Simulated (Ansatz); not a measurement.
**GaH₄+ (singlet): from Hartree-Fock to the top rungs at a displaced geometry (v1), cc-pVTZ**

One table from this session's results is given with a row withheld; the runs are named, their logs left out.

Method: cc-pVTZ, core rule «outside noble gas», up to 14 orbitals frozen; program: Ansatz 0.2.0, Gaussian basis.

The runs, in order: UHF; CCSD(T) on RHF; BCCD(T) on RHF; CCSDT(Q) on RHF.

14 further runs of the same task are left out: 3 for a known fault of the program, 5 that didn't finish, 6 set aside as unsound or not needed.

## What is computed

The geometry is a PBE0/def2-TZVP stationary point (not a proven minimum) with its atoms shifted at random (size 0.040 Å). No spin-orbit coupling is included. The filled d shell of Ga may be among the frozen orbitals whatever the setting's name suggests; the logs give the count.

5 atoms, charge 1, spin multiplicity 1.

Atoms are counted from 1 here; the program's logs count them from 0.

Bond lengths: Ga1–H2 1.512 Å, Ga1–H4 1.550 Å, H3–H5 0.825 Å. Angles: H2–Ga1–H4 167.8°.

Set-up of the first run:

The input, in.yaml:

```yaml
crystal:
  periodic: [false, false, false]
  atoms:
    - {symbol: Ga, position_ang: [0.001467, -0.000053, -0.052948]}
    - {symbol: H, position_ang: [0.000634, 1.504477, -0.206822]}
    - {symbol: H, position_ang: [0.048598, 0.425636, 2.055370]}
    - {symbol: H, position_ang: [-0.054179, -1.540373, -0.219633]}
    - {symbol: H, position_ang: [-0.096563, -0.386043, 2.033683]}
basis:
  gaussian: {orbitals: cc-pVTZ}
total_charge: 1
magnetization: {spin_polarized: true, initial_magnetization: 0}
hamiltonian: {xc: hf}
output: {orbitals: {seedname: orbitals}}
```

Launch:

```console
$ ansatz run in.yaml --threads 1 --pin off --events-out ev --progress --plain --max-ram 2393MiB
```

Among the steps run: UHF; CCSD(T) on RHF; BCCD(T) on RHF; CCSDT(Q) on RHF.

One table of the session follows, with a row left open; its other results are not shown here.

It belongs to the step «Misses and costs». 

| method | from RCCSDT(Q) (meV) |
| --- | --- |
| RHF | +3246.6 |
| RMP2 | +684.8 |
| RCCSD | +43.9 |
| RCCSD(T) | +9.6 |
| BCCD(T) | +9.4 |
| RCCSDT | ? |
| RCCSDT(Q) | 0 |

Estimate the missing values for RCCSDT.

**Answer.** from RCCSDT(Q) (meV): +0.9. In the column «from RCCSDT(Q) (meV)» it lies between RCCSDT(Q) (0) and BCCD(T) (+9.4).
